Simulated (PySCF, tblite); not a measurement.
# C5H10N2Si: geometry, infrared bands and NMR shifts

Aim: predict the infrared bands and NMR shifts of C5H10N2Si (`C=C[C@@H]1C=NN([SiH3])C1`).

The runs use tblite 0.8.0 and PySCF 2.14.0, with density-fitted response routines of our own; the level of theory stands in each step. All values are computed, except where a source is named. Atoms are numbered from 0 throughout.

### 1 The molecule as given

18 atoms, charge 0, multiplicity 1; geometry from: force field or distance geometry start.

Bonds of the start (Å): C0–C1 1.33, C1–C2 1.51, C2–C3 1.51, C3–N4 1.30, N4–N5 1.35, N5–Si6 1.75, N5–C7 1.45, C7–C2 1.52, C0–H8 1.09, C0–H9 1.09, C1–H10 1.10, C2–H11 1.10, C3–H12 1.09, Si6–H13 1.49, Si6–H14 1.49, Si6–H15 1.47, C7–H16 1.09, C7–H17 1.10.

### 2 Geometry optimisation with GFN2-xTB

What the job is given:

```
{"job": {"kind": "relax", "xc": "GFN2-xTB", "basis": "xTB"}, "charge": 0, "multiplicity": 1}
C     -3.161400    -0.180900     0.483700
C     -1.907300    -0.444200     0.136900
C     -0.839100     0.595200    -0.082100
C     -0.313000     0.446300    -1.490800
N      0.923200     0.065800    -1.575800
N      1.389600    -0.042500    -0.309200
Si     3.043200    -0.491100     0.065400
C      0.447700     0.377300     0.705800
H     -3.881400    -0.984100     0.636600
H     -3.530200     0.837800     0.623500
H     -1.603700    -1.490700     0.020700
H     -1.240800     1.609900     0.050000
H     -0.959300     0.634100    -2.343700
H      3.312700    -1.876500    -0.405900
H      3.198500    -0.441100     1.547000
H      3.982400     0.475800    -0.531200
H      0.787100     1.313300     1.157300
H      0.342900    -0.398100     1.480100
```

On the command line:

```console
$ OMP_NUM_THREADS=1 python probes_run.py task.json out
```

This one command runs all jobs of the session in turn.

**Question.** This job is followed by: GFN2-xTB harmonic vibrations, gas phase; GIAO PBE0/pcSseg-1 NMR shielding, non-relativistic, gas phase. Predict these results of the whole session: strongest single infrared mode (GFN2-xTB); zero-point energy (GFN2-xTB); 13C shifts against TMS (PBE0/pcSseg-1); 1H shifts against TMS (PBE0/pcSseg-1, means over atoms taken as alike); 15N shifts against NH3 (PBE0/pcSseg-1); 29Si shifts against TMS (PBE0/pcSseg-1).

**Answer**, as computed:

| quantity | value |
| --- | --- |
| strongest single infrared mode (GFN2-xTB) | 808 cm⁻¹, 473 km/mol |
| zero-point energy (GFN2-xTB) | 85.7 kcal/mol |
| 13C shifts against TMS (PBE0/pcSseg-1) | 147.6, 141.2, 121.2, 56.8, 56.6 ppm |
| 1H shifts against TMS (PBE0/pcSseg-1, means over atoms taken as alike) | 6.09, 5.85, 5.36, 5.28, 4.84, 3.85, 3.77, 3.34 ppm |
| 15N shifts against NH3 (PBE0/pcSseg-1) | 388.5, 126.2 ppm |
| 29Si shifts against TMS (PBE0/pcSseg-1) | -59.0 ppm |

In words: Relaxing lowered the energy by 0.173 eV in 90 steps; the close pair that moved most is C3–N4, from 1.296 to 1.268 Å. The lowest mode is imaginary (81i cm⁻¹), so the xTB geometry is not a minimum. The strongest single mode, at 808 cm⁻¹, is carried by H15, H13, H14. Unscaled tight-binding wavenumbers are off by several per cent, some by more. Its intensities can rank the bands wrongly. C1 (alkene CH) lies farthest downfield among carbon, at 147.6 ppm; an sp2 carbon of a C=C bond. At PBE0/pcSseg-1: Shielding is most anisotropic at N4 (span 587 ppm, paramagnetic term -443 ppm).
